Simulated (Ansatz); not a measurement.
# AlBH5NS: basis-set convergence

How large a basis does AlBH5NS need? Two functionals are run in growing sets.

The runs use Ansatz 0.2.0, Gaussian basis; one geometry, several basis sets.

Plan: PBE0-D4/def2-SVP; ωB97M-V/def2-SVP; PBE0-D4/def2-QZVPP; ωB97M-V/def2-QZVPP; the functionals' def2-TZVPP values are taken from earlier runs.

### Step 1. The relaxed structure

The geometry comes from an earlier relaxation with PBE0-D4 in a triple-zeta def2 set; it is a stationary point, not always the lowest conformer.

9 atoms, charge 0, spin multiplicity 1.

Atoms are counted from 1 here; the program's logs count them from 0.

Bond lengths: B1–S2 1.780 Å, B1–H5 1.193 Å, B1–H6 1.194 Å, S2–Al3 2.214 Å, Al3–N4 1.758 Å, Al3–H7 1.576 Å, N4–H8 1.007 Å, N4–H9 1.006 Å. Angles: S2–B1–H5 117.1°, S2–B1–H6 122.6°, H5–B1–H6 120.3°, B1–S2–Al3 101.4°, S2–Al3–N4 121.6°, S2–Al3–H7 118.2°, N4–Al3–H7 120.1°, Al3–N4–H8 123.2°, Al3–N4–H9 126.1°, H8–N4–H9 110.7°.

### Step 2. PBE0-D4 in def2-SVP

File in.yaml:

```yaml
crystal:
  periodic: [false, false, false]
  atoms:
    - {symbol: B, position_ang: [-1.774894, 0.850524, 0.026722]}
    - {symbol: S, position_ang: [-1.005907, 0.436301, 1.577258]}
    - {symbol: Al, position_ang: [0.900148, -0.457983, 0.893989]}
    - {symbol: N, position_ang: [1.293313, -0.598037, -0.813867]}
    - {symbol: H, position_ang: [-2.850566, 1.365148, 0.073099]}
    - {symbol: H, position_ang: [-1.255833, 0.632418, -1.026684]}
    - {symbol: H, position_ang: [1.913911, -0.974877, 1.984200]}
    - {symbol: H, position_ang: [2.152997, -1.000682, -1.150533]}
    - {symbol: H, position_ang: [0.715232, -0.299111, -1.581284]}
basis:
  gaussian: {orbitals: def2-SVP}
hamiltonian: {xc: pbe0, dispersion: d4}
output: {orbitals: {seedname: orbitals}}
```

Started as:

```console
$ ansatz run in.yaml --threads 2 --pin off --events-out ev --progress --plain --max-ram 4352MiB
```

The runs that follow: ωB97M-V in def2-SVP; PBE0-D4 in def2-QZVPP; ωB97M-V in def2-QZVPP.

Q: Predict the results of all the runs planned. Wanted: PBE0-D4: double and triple zeta above quadruple; ωB97M-V: double and triple zeta above quadruple.

**Answer**, as computed:

```
                                       quantity          value
PBE0-D4: double and triple zeta above quadruple  9.40, 0.68 eV
ωB97M-V: double and triple zeta above quadruple  9.48, 0.65 eV
```

PBE0-D4 gains 8.72 eV from double to triple zeta, then 0.68 eV more. Total energies overstate the basis error of differences, where much of it tends to cancel.
